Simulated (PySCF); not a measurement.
# IBr: from the state search to spectroscopic constants

One job finds the state of IBr, follows it along the bond with each method and fits the curves.

The runs use PySCF 2.14.0; I x2c-TZVPPall, Br x2c-TZVPPall, spin-free X2C with a Gaussian nucleus.

**1. The job**

The job is set up so:

```
atoms                         : I, Br
charge                        : 0
basis                         : I x2c-TZVPPall, Br x2c-TZVPPall
Hamiltonian                   : spin-free X2C with a Gaussian nucleus
basis functions               : 108
electrons treated             : 88
masses in u                   : 126.9045, 78.9183
levels                        : PBE0, PBE, r²SCAN, BP86, MN15, r²SCAN0, B2PLYP, ωB97X, HF, MP2, SCS-MP2, CCSD, CCSD(T)
grid                          : 80 radial by 434 angular points
occupations                   : held fixed by the projection of orbital angular momentum
dissociation limit            : I + Br, each in its ground configuration
starting distance in angstrom : 2.425
values of 2S to try           : 0, 2
```

Launch:

```bash
> OMP_NUM_THREADS=2 python dia.py task.json out
```

The runs that follow: The PBE0 curve of the state that the search chose; Other states along the same grid; PBE (GGA); r²SCAN (meta-GGA); BP86 (GGA); MN15 (hybrid meta-GGA); r²SCAN0 (hybrid meta-GGA); B2PLYP (double hybrid); ωB97X; RHF (mean field); Adding correlation.

Q: Predict the outcome of this session. Wanted: for each run, Re; ωe; De; μ.

As calculated:

Lowest PBE0 solution found, without spin–orbit coupling: ¹Σ⁺ (singlet), closed shell. State 2 has its PBE0 minimum 1.43 eV higher. The other levels ran on the lowest alone.

```
      level  Re (Å)  ωe (cm⁻¹)  De (eV)  μ (D)
        RHF   2.465      291.8     0.67  -0.78
    RHF-MP2   2.456      284.3     2.12    n/a
RHF-SCS-MP2   2.472      276.6     1.98    n/a
   RHF-CCSD   2.476      274.6     1.80    n/a
RHF-CCSD(T)   2.485      266.4     1.96    n/a
        PBE   2.495      262.3     2.39  -0.63
       BP86   2.502      259.1     2.34  -0.62
     r²SCAN   2.480      270.9     2.20  -0.61
       PBE0   2.464      279.8     2.17  -0.63
    r²SCAN0   2.458      284.1     2.02  -0.62
       MN15   2.463      275.0     1.95  -0.73
      ωB97X   2.461      286.0     2.01  -0.71
     B2PLYP   2.484      270.4     2.03  -0.75
```

De is counted to I + Br in their ground configurations. A positive dipole means I(−)Br(+).

Differences from CCSD(T) in the same basis:

```
      level  Re (mÅ)  ωe (%)
        RHF      -21    +9.5
    RHF-MP2      -29    +6.7
RHF-SCS-MP2      -13    +3.8
   RHF-CCSD       -9    +3.1
        PBE      +10    -1.6
       BP86      +17    -2.8
     r²SCAN       -5    +1.7
       PBE0      -21    +5.0
    r²SCAN0      -27    +6.6
       MN15      -22    +3.2
      ωB97X      -24    +7.3
     B2PLYP       -1    +1.5
```

What this shows: Judged by CCSD(T) in the same basis: best bond length B2PLYP (-1 mÅ), worst RHF-MP2 (-29 mÅ); best wavenumber B2PLYP (+1.5 %), worst RHF (+9.5 %). Hartree–Fock falls on the short and stiff side, its usual fault. PBE has the long and soft bond that GGAs tend to give. Of the levels with a De here, RHF gives the least (0.67 eV) and PBE the most (2.39 eV).

Correlated steps freeze 27 core orbitals. These are scalar-relativistic numbers at best; spin–orbit coupling would shift them, the dissociation energy most. B2PLYP dipoles, levels and charges come from its SCF part alone.
